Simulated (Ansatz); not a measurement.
**FGeH2N: functionals against CCSD(T) at one geometry**

An exercise on one series of results from a longer session: the logs are not shown, and one member is left open.

Program: Ansatz 0.2.0, Gaussian basis. Level of theory: single points in def2-TZVPP. These are calculated values, not measurements.

Correlated methods freeze the cores. Filled d shells of the heavier atoms are correlated.

## Starting geometry

SMILES `[NH2][Ge][F]`, 5 atoms, charge 0, spin multiplicity 1.

Atoms are counted from 1 here; the program's logs count them from 0.

Bond lengths: N1–Ge2 1.707 Å, N1–H4 1.127 Å, N1–H5 0.998 Å, Ge2–F3 1.756 Å. Angles: Ge2–N1–H4 124.0°, Ge2–N1–H5 145.1°, H4–N1–H5 90.4°, N1–Ge2–F3 93.8°.

Coordinates:

```mol
FGeH2N
  3D, bonds by distance, orders not assigned

  5  4  0  0  0  0  0  0  0  0999 V2000
   -0.3982    0.3048   -0.1086 N   0  0
    0.3301   -0.4069    1.2616 Ge  0  0
    1.5302   -1.2753    0.3184 F   0  0
   -1.3168    0.9560   -0.0670 H   0  0
   -0.4212    0.3241   -1.1061 H   0  0
  1  2  8  0
  1  4  8  0
  1  5  8  0
  2  3  8  0
M  END
```

Set-up of the first run:

File run/in.yaml:

```yaml
crystal:
  periodic: [false, false, false]
  atoms:
    - {symbol: N, position_ang: [-0.398200, 0.304800, -0.108600]}
    - {symbol: Ge, position_ang: [0.330100, -0.406900, 1.261600]}
    - {symbol: F, position_ang: [1.530200, -1.275300, 0.318400]}
    - {symbol: H, position_ang: [-1.316800, 0.956000, -0.067000]}
    - {symbol: H, position_ang: [-0.421200, 0.324100, -1.106100]}
basis:
  gaussian: {orbitals: def2-TZVPP}
correlation: {method: ccsd_t}
output: {forces: true}
```

The command line of these runs was not kept.

Among the steps run: CCSD(T)/def2-TZVPP; PBE0-D4/def2-TZVPP; wB97M-V/def2-TZVPP; r2SCAN-D4/def2-TZVPP; PBE-D4/def2-TZVPP; CAM-B3LYP-D4/def2-TZVPP; r2SCANh-D4/def2-TZVPP.

One table of the session follows, with a row left open; its other results are not shown here.

```
      method  RMS force component (eV/Å)  angle to CCSD(T) forces (°)  dipole (D)
     CCSD(T)                       2.334                    reference        3.09
     PBE0-D4                           ?                            ?           ?
     wB97M-V                       2.360                          1.9        3.11
   r2SCAN-D4                       2.301                          1.6        3.11
      PBE-D4                       2.325                          8.2        3.02
CAM-B3LYP-D4                       2.344                          1.5        3.17
  r2SCANh-D4                       2.316                          1.1        3.14
```

Q: Estimate the row for PBE0-D4 from the others.

As computed: RMS force component (eV/Å): 2.340; angle to CCSD(T) forces (°): 1.4; dipole (D): 3.13. In the column «RMS force component (eV/Å)» it lies between CCSD(T) (2.334) and CAM-B3LYP-D4 (2.344).
